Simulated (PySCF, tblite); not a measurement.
**C₃H₅BrCl₂Si: geometry, infrared bands and NMR shifts**

Aim: predict the infrared bands and NMR shifts of C₃H₅BrCl₂Si (`C=C[Si@H](Br)C(Cl)Cl`).

Computed with tblite 0.8.0 and PySCF 2.14.0, with density-fitted response routines of our own, on a single molecule in the gas phase. Atoms count from 0, in the outputs and in this text.

## (1) Starting geometry

12 atoms, charge 0, multiplicity 1; geometry from: force field or distance geometry start.

Bonds of the start (Å): C0–C1 1.34, C1–Si2 1.83, Si2–Br3 2.25, Si2–C4 1.88, C4–Cl5 1.75, C4–Cl6 1.78, C0–H7 1.09, C0–H8 1.07, C1–H9 1.08, Si2–H10 1.48, C4–H11 1.12.

## (2) Optimising the geometry with GFN2-xTB

The job: settings as JSON, then the geometry in Å.

```
{"job": {"kind": "relax", "xc": "GFN2-xTB", "basis": "xTB"}, "charge": 0, "multiplicity": 1}
C      1.783500     0.581000     0.745400
C      1.258300     0.218600    -0.434100
Si    -0.266500    -0.781100    -0.589400
Br    -0.764300    -0.918700    -2.781800
C     -1.742800    -0.010800     0.279900
Cl    -1.612200    -0.244400     2.008800
Cl    -1.795500     1.712900    -0.176300
H      2.700000     1.175800     0.713600
H      1.356700     0.343900     1.702300
H      1.770000     0.507000    -1.346300
H     -0.038500    -2.104800     0.029500
H     -2.647600    -0.480200    -0.177500
```

Launch:

```bash
$ OMP_NUM_THREADS=1 python probes_run.py task.json out
```

The driver reads the jobs from task.json and runs them one after another.

**Question.** This job is followed by: GFN2-xTB harmonic vibrations, gas phase; GIAO PBE0/pcSseg-1 NMR shielding, non-relativistic, gas phase. Predict these results of the whole session: strongest single infrared mode (GFN2-xTB); zero-point energy (GFN2-xTB); 13C shifts against TMS (PBE0/pcSseg-1); 1H shifts against TMS (PBE0/pcSseg-1); 29Si shifts against TMS (PBE0/pcSseg-1); 79Br shifts against HBr (PBE0/pcSseg-1); 35Cl shifts against HCl (PBE0/pcSseg-1).

**Answer**, as computed:

```
                                 quantity                             value
strongest single infrared mode (GFN2-xTB)              643 cm⁻¹, 213 km/mol
             zero-point energy (GFN2-xTB)                     43.5 kcal/mol
   13C shifts against TMS (PBE0/pcSseg-1)            148.8, 138.6, 76.4 ppm
    1H shifts against TMS (PBE0/pcSseg-1)  6.73, 6.70, 6.31, 5.75, 5.57 ppm
  29Si shifts against TMS (PBE0/pcSseg-1)                         -10.3 ppm
  79Br shifts against HBr (PBE0/pcSseg-1)                           -38 ppm
  35Cl shifts against HCl (PBE0/pcSseg-1)                      216, 212 ppm
```

In words: Over 50 steps the energy fell by 0.218 eV; of the close pairs, Si2–C4 changed most, 1.878 to 1.924 Å. The lowest mode is slightly imaginary (18i cm⁻¹), a soft motion within the noise of the Hessian, so the minimum is not strictly shown. The strongest single mode, at 643 cm⁻¹, moves mainly H10. GFN2-xTB is a fitted tight-binding method: band positions and strengths are rough. Its intensities can rank the bands wrongly. C4 stands next to heavy halogen, whose spin-orbit shielding this run leaves out, so the computed shift lies too far downfield, most of all for carbon beside Br or I. C0 (terminal =CH2 carbon) lies farthest downfield among carbon, at 148.8 ppm; an sp2 carbon of a C=C bond. Spin-orbit coupling is left out, which matters for shieldings and couplings at and beside the heavy atoms.
